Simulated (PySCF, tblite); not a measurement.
# C3H8NOSi radical: geometry, infrared bands and EPR parameters

Wanted: the infrared bands and EPR parameters of C3H8NOSi radical (`C/N=C/[SiH]OC`), by calculation.

Programs: tblite 0.8.0 and PySCF 2.14.0, with density-fitted response routines of our own. Each step states its level of theory. These are calculated values for one molecule in the gas phase, unless marked as measured. Atoms count from 0, in the outputs and in this text.

## (1) Starting geometry

14 atoms, charge 0, multiplicity 2; geometry from: force field or distance geometry start.

Bonds of the start (Å): C0–N1 1.44, N1–C2 1.28, C2–Si3 1.84, Si3–O4 1.72, O4–C5 1.42, C0–H6 1.10, C0–H7 1.12, C0–H8 1.10, C2–H9 1.07, Si3–H10 1.43, C5–H11 1.09, C5–H12 1.10, C5–H13 1.12.

## (2) Optimising the geometry with GFN2-xTB

Job settings and geometry (Å):

```
{"job": {"kind": "relax", "xc": "GFN2-xTB", "basis": "xTB"}, "charge": 0, "multiplicity": 2}
C      2.677100    -0.752500    -0.372700
N      1.368000    -0.160800    -0.413500
C      0.864300     0.433900     0.606800
Si    -0.823600     1.142700     0.390300
O     -2.084400     0.068600     0.840700
C     -2.748800    -0.256200    -0.372700
H      3.411800     0.068100    -0.407100
H      2.733800    -1.318300     0.588700
H      2.787900    -1.411500    -1.248900
H      1.364800     0.541400     1.550800
H     -0.977200     2.489600     0.857900
H     -3.527300    -1.006400    -0.229800
H     -1.942300    -0.567400    -1.054700
H     -3.104900     0.728400    -0.758000
```

On the command line:

```
$ OMP_NUM_THREADS=1 python probes_run.py task.json out
```

The driver reads the jobs from task.json and runs them one after another.

Output:

```text
step      E/eV     max force
  0    -520.42528    1.933
  1    -520.55652    1.420
  2    -520.65644    1.217
  3    -520.73670    1.313
  4    -520.85805    0.771
  5    -520.92013    0.836
  6    -521.00780    0.618
  7    -521.06870    0.693
  8    -521.12593    0.536
  9    -521.15472    0.400
 10    -521.17268    0.400
 11    -521.19416    0.416
 12    -521.22248    0.532
 13    -521.25126    0.466
 14    -521.27225    0.360
 15    -521.28851    0.341
 16    -521.30719    0.491
 17    -521.32910    0.474
 18    -521.34916    0.484
 19    -521.36437    0.424
 20    -521.38186    0.391
 21    -521.39782    0.433
 22    -521.41943    0.349
 23    -521.43319    0.247
 24    -521.44339    0.247
 25    -521.45198    0.318
 26    -521.46196    0.316
 27    -521.47140    0.470
 28    -521.47491    0.378
 29    -521.48317    0.244
 30    -521.48694    0.165
 31    -521.49194    0.147
 32    -521.49668    0.207
 33    -521.50246    0.273
 34    -521.50646    0.260
 35    -521.51061    0.192
 36    -521.51449    0.166
 37    -521.51860    0.212
 38    -521.52194    0.171
 39    -521.52390    0.088
 40    -521.52529    0.099
 41    -521.52679    0.110
 42    -521.52850    0.138
 43    -521.53029    0.128
 44    -521.53213    0.099
 45    -521.53429    0.107
 46    -521.53697    0.126
 47    -521.53974    0.169
 48    -521.54195    0.164
 49    -521.54383    0.144
 50    -521.54615    0.138
 51    -521.54955    0.173
 52    -521.55429    0.218
 53    -521.56011    0.208
 54    -521.56678    0.176
 55    -521.57436    0.219
 56    -521.58402    0.270
 57    -521.59256    0.266
 58    -521.60131    0.246
 59    -521.57800    0.576
 60    -521.61037    0.134
 61    -521.61294    0.114
 62    -521.61826    0.144
 63    -521.61994    0.167
 64    -521.62331    0.159
 65    -521.62637    0.117
 66    -521.62948    0.111
 67    -521.63138    0.124
 68    -521.63252    0.112
 69    -521.63338    0.072
 70    -521.63407    0.077
 71    -521.63468    0.050
 72    -521.63506    0.036
 73    -521.63532    0.036
 74    -521.63549    0.026
 75    -521.63563    0.028
 76    -521.63577    0.028
 77    -521.63594    0.036
 78    -521.63616    0.043
 79    -521.63646    0.046
 80    -521.63683    0.052
 81    -521.63727    0.069
 82    -521.63789    0.078
 83    -521.63891    0.089
 84    -521.64008    0.076
 85    -521.64078    0.077
 86    -521.64123    0.027
 87    -521.64142    0.024
 88    -521.64152    0.018
 89    -521.64156    0.016
 90    -521.64162    0.018
 91    -521.64170    0.021
 92    -521.64185    0.030
 93    -521.64209    0.042
 94    -521.64245    0.052
 95    -521.64291    0.052
 96    -521.64334    0.046
 97    -521.64374    0.055
 98    -521.64421    0.047
 99    -521.64451    0.046
100    -521.64469    0.037
101    -521.64477    0.026
102    -521.64484    0.019
103    -521.64491    0.018
104    -521.64501    0.021
105    -521.64509    0.020
106    -521.64516    0.019
107    -521.64524    0.022
108    -521.64535    0.029
109    -521.64550    0.035
110    -521.64568    0.030
111    -521.64582    0.026
112    -521.64592    0.024
113    -521.64600    0.020
114    -521.64606    0.013
115    -521.64608    0.008
```

It took 0.53 s on 1 thread of Arm Neoverse V2, shared host.

Step by step: (not every step is listed)

```tsv
step	energy from step 0 (eV)	largest force (eV/Å)
0	0.0000	1.9326
1	-0.1312	1.4200
2	-0.2312	1.2174
3	-0.3114	1.3130
4	-0.4328	0.7708
5	-0.4948	0.8364
6	-0.5825	0.6180
7	-0.6434	0.6928
8	-0.7006	0.5364
18	-0.9239	0.4835
28	-1.0496	0.3782
38	-1.0967	0.1712
48	-1.1167	0.1640
58	-1.1760	0.2458
68	-1.2072	0.1120
78	-1.2109	0.0426
88	-1.2162	0.0185
98	-1.2189	0.0473
108	-1.2201	0.0294
110	-1.2204	0.0300
111	-1.2205	0.0262
112	-1.2206	0.0244
113	-1.2207	0.0199
114	-1.2208	0.0128
115	-1.2208	0.0083
```

Close pairs (by a distance rule), those that changed most:

```tsv
bond	before (Å)	after (Å)	change (Å)
Si3–O4	1.716	1.615	-0.102
C2–H9	1.074	1.099	+0.026
C0–H7	1.117	1.093	-0.024
C2–Si3	1.843	1.820	-0.023
C5–H13	1.116	1.093	-0.023
O4–C5	1.421	1.401	-0.020
N1–C2	1.284	1.298	+0.014
C5–H12	1.101	1.090	-0.011
```

The end geometry stands in the next job.

## (3) Infrared spectrum with GFN2-xTB

Job settings and geometry (Å):

```
{"job": {"kind": "ir", "xc": "GFN2-xTB", "basis": "xTB"}, "charge": 0, "multiplicity": 2}
C      2.238764    -0.900206    -0.393115
N      0.953855    -0.340902    -0.127027
C      0.873054     0.738133     0.589327
Si    -0.761480     1.513458     0.790556
O     -2.124045     0.780504     0.329032
C     -2.312481    -0.354219    -0.470951
H      3.064544    -0.348233     0.081002
H      2.252390    -1.935249    -0.041742
H      2.399173    -0.919563    -1.474922
H      1.776408     1.236819     0.968660
H     -1.236578     2.469504     1.755995
H     -2.999147    -1.026506     0.047491
H     -1.366526    -0.863024    -0.655358
H     -2.758610    -0.050989    -1.421113
```

Output:

```text
mode    cm-1     km/mol
  1      83.0      7.08
  2      86.5      5.17
  3     120.6      2.21
  4     131.9      5.11
  5     172.1     18.80
  6     174.2     17.53
  7     215.2     10.20
  8     238.5      8.43
  9     345.5     36.87
 10     453.9     23.99
 11     622.7     56.41
 12     748.1    106.34
 13     798.5      4.15
 14     922.9     63.60
 15    1040.6     16.77
 16    1069.4      0.17
 17    1128.9      1.01
 18    1133.1      0.53
 19    1150.3     75.76
 20    1168.1    203.08
 21    1303.0      4.37
 22    1389.8     61.84
 23    1412.5      7.94
 24    1465.2      1.48
 25    1472.0     31.50
 26    1475.3      0.68
 27    1476.8      4.39
 28    1500.4    168.59
 29    2471.5    213.67
 30    2802.9    107.76
 31    2856.0    122.33
 32    2936.5     40.44
 33    2962.0     32.54
 34    2963.3     69.64
 35    2976.9     34.33
 36    2996.5      6.71
```

Run time: 0.3 s. Hardware: 1 thread of Arm Neoverse V2, shared host.

Which atoms move in the most intense modes:

```tsv
cm⁻¹	km/mol	atoms
748	106.3	O4 28 %, Si3 23 %, C5 19 %, C2 14 %
1150	75.8	H12 31 %, C5 26 %, O4 18 %, H11 13 %
1168	203.1	O4 45 %, C5 23 %, H12 11 %
1500	168.6	N1 32 %, C2 29 %, H7 17 %, H8 17 %
2472	213.7	H10 97 %
2803	107.8	H9 93 %
2856	122.3	H6 93 %
2963	69.6	H7 66 %, H8 29 %
```

## (4) g tensor and hyperfine couplings: B3LYP/pcH-1

The job, as its differences from that of step 3:

```diff
@@ -1,2 +1,2 @@
-{"job": {"kind": "ir", "xc": "GFN2-xTB", "basis": "xTB"}, "charge": 0, "multiplicity": 2}
+{"job": {"kind": "epr", "basis": "pcH-1"}, "charge": 0, "multiplicity": 2}
 C      2.238764    -0.900206    -0.393115
```

Method: UKS B3LYP, pcH-1 on C H N O Si, non-relativistic, mean-field spin-orbit, GIAO.

Output:

```text
UKS, coarse grid
  cycle   1  E = -538.44461995  |g| = 5.67e-01
  cycle   2  E = -538.08462738  |g| = 1.09e+00
  cycle   3  E = -538.56821602  |g| = 1.24e-01
  cycle   4  E = -538.57285698  |g| = 7.68e-02
  cycle   5  E = -538.57544420  |g| = 1.90e-02
  cycle   6  E = -538.57559093  |g| = 1.12e-02
  cycle   7  E = -538.57566904  |g| = 3.12e-03
  cycle   8  E = -538.57568418  |g| = 2.17e-03
  cycle   9  E = -538.57568840  |g| = 5.24e-04
UKS, final grid
  cycle   1  E = -538.57567788  |g| = 5.61e-04
  cycle   2  E = -538.57567788  |g| = 8.53e-04
  cycle   3  E = -538.57567818  |g| = 1.76e-04
  cycle   4  E = -538.57567822  |g| = 1.33e-04
  cycle   5  E = -538.57567825  |g| = 6.67e-05
  cycle   6  E = -538.57567825  |g| = 1.52e-05
E = -538.57567825 Eh   <S^2> = 0.7641 (exact 0.7500)
g shifts (ppm)      1          2          3
  rmc          -179       -179       -179
  gc              4         42         49
  oz_so         -78        923       1543
  total        -254        785       1412
hyperfine (MHz)  atom isotope    a_iso     a_fc   dipolar eigenvalues
    0   13C     -12.96     -12.97     -1.38     -0.35      1.73
    1   14N      15.27      15.29    -16.28    -16.10     32.38
    2   13C     -10.25     -10.22    -17.79      6.19     11.60
    3  29Si    -207.21    -208.10   -129.98     64.05     65.93
    4   17O     -17.88     -17.81    -33.05     16.12     16.93
    5   13C      -3.18      -3.19     -0.68     -0.48      1.16
    6    1H       0.46       0.45     -2.00     -1.85      3.84
    7    1H      37.94      37.93     -2.57     -2.18      4.75
    8    1H      46.59      46.59     -2.49     -1.79      4.29
    9    1H       1.33       1.34     -2.47     -1.10      3.57
   10    1H      -8.71      -8.72     -9.01      1.57      7.44
   11    1H       6.95       6.95     -1.62     -1.17      2.78
   12    1H       0.13       0.13     -2.71     -0.17      2.88
   13    1H       7.22       7.22     -1.79     -1.35      3.15
```

It took 53 s on 1 thread of Arm Neoverse V2, shared host; peak memory 0.91 GiB.

Principal g values 2.00207, 2.00310, 2.00373; g(iso) = 2.00297, against 2.00232 for a free electron.

Hyperfine couplings; where a row names several nuclei, a(iso) is their mean (it holds for fast rotation or exchange) and the dipolar term the largest among them:

```tsv
nuclei	isotope	a(iso) (MHz)	a(iso) (G, at g = 2.0023)	largest dipolar term (MHz)
Si3	29Si	-207.2	-73.9	-130.0
H6, H7, H8	1H	28.3	10.1	4.8
O4	17O	-17.9	-6.4	-33.0
N1	14N	15.3	5.4	32.4
C0	13C	-13.0	-4.6	1.7
C2	13C	-10.3	-3.7	-17.8
H10	1H	-8.7	-3.1	-9.0
H11, H12, H13	1H	4.8	1.7	3.1
C5	13C	-3.2	-1.1	1.2
H9	1H	1.3	0.5	3.6
```

Mulliken spin populations:

C0 -0.02; N1 0.33; C2 -0.09; Si3 0.70; O4 0.06; C5 -0.01; H6 0.00; H7 0.02; H8 0.02; H9 0.00; H10 -0.02; H11 0.00; H12 0.00; H13 0.01

In first order the couplings over 0.8 MHz of 1H, 14N give 192 distinct lines over 49.9 G, if the averaged nuclei exchange fast.

The fields below are evaluated on a grid from the run's orbitals.

ELF in a plane through or near 10 of the atoms.

Ten even steps from '0' (0.00) to '9' (1.00):
```
0000000000000000000000000000
0000000000000000000000000000
0000000000000000366400000000
0000000000000003999971000000
0000000015510005999993000000
0000000179960004999971000000
0000000189995550227300000000
0000232028962982742333100000
0004999800433682048787410000
0005999964677310266486200000
0001578538747730027841000000
0000013414689823991554100000
0000003663036208996364100000
0000000110000007982121000000
0000000000000001210000000000
0000000000000000000000000000
0000000000000000000000000000
0000000000000000000000000000
0000000000000000000000000000
0000000000000000000000000000
```
The map spans 11.3 Å across and 10.8 Å up, centred on the molecule. Atoms in the plane (x, y in Å): C0 (-2.4, -0.6), N1 (-1.0, -0.2), C2 (-0.7, 1.1), Si3 (1.1, 1.5), O4 (2.2, 0.5), C5 (2.2, -0.9), H6 (-3.1, 0.3), H9 (-1.5, 1.8), H10 (1.7, 2.8), H12 (1.2, -1.3).

log10 of the density (e/Å³) in the same plane.

Ten even steps from ' ' (-4.0) to '@' (1.7):
```
                                                        
                              ............              
                          ....::::----::::..            
                ....::..::::::--========--::..          
            ..::::----------====++****++==--....        
          ..::::====++++======++**####++==--::..        
      ....::::--==**##**********##****++==--::..        
    ..::----====++**########**##@@%%****++==--::        
    ..--==++++++++++**##@@##********##%%##++==--..      
    ::--++++####****######**++++++**%%@@##**==--..      
    ::--==++**##%%####@@##**++==++**####**++==--::..    
    ..::====**######**##**++++++**##%%@@##++==--::..    
    ..::--==++****++++++++====++########**++==--::..    
      ..::--========----------==++++++++++==----::      
        ..::::----::::......::--------------::::..      
          ......::....      ....::::::::::::....        
                                                        
                                                        
                                                        
                                                        
```
The map spans 11.3 Å across and 10.8 Å up, centred on the molecule. Atoms in the plane (x, y in Å): C0 (-2.4, -0.6), N1 (-1.0, -0.2), C2 (-0.7, 1.1), Si3 (1.1, 1.5), O4 (2.2, 0.5), C5 (2.2, -0.9), H6 (-3.1, 0.3), H9 (-1.5, 1.8), H10 (1.7, 2.8), H12 (1.2, -1.3).

On the surface of density 0.002 e/bohr³ the electrostatic potential runs, from the 1st to the 99th percentile, from -1.10 V near O4 to 1.23 V near H9.

The spin density lies nearest to Si3 42 %; N1 24 %; C2 10 % (both signs); O4 8 %.

## (5) Outcome

| quantity | value |
| --- | --- |
| strongest single infrared mode (GFN2-xTB) | 2472 cm⁻¹, 214 km/mol |
| zero-point energy (GFN2-xTB) | 66.1 kcal/mol |
| g(iso) (B3LYP) | 2.00297 |
| ⟨S²⟩ | 0.764 (exact 0.75) |
| largest a(iso) (averaged by class) | 29Si on Si3, -207.2 MHz |
| surface potential, 1st and 99th percentile | -1.10 V and 1.23 V |

Relaxing lowered the energy by 1.221 eV in 115 steps; the close pair that moved most is Si3–O4, from 1.716 to 1.615 Å. No mode is imaginary among the 36: a minimum at this level. The strongest single mode, at 2472 cm⁻¹, moves mainly H10. Unscaled tight-binding wavenumbers are off by several per cent, some by more. Its intensities can rank the bands wrongly. Si3 carries the largest spin population, 0.70 e. The isotropic g lies 0.6 ppt above the free-electron value.
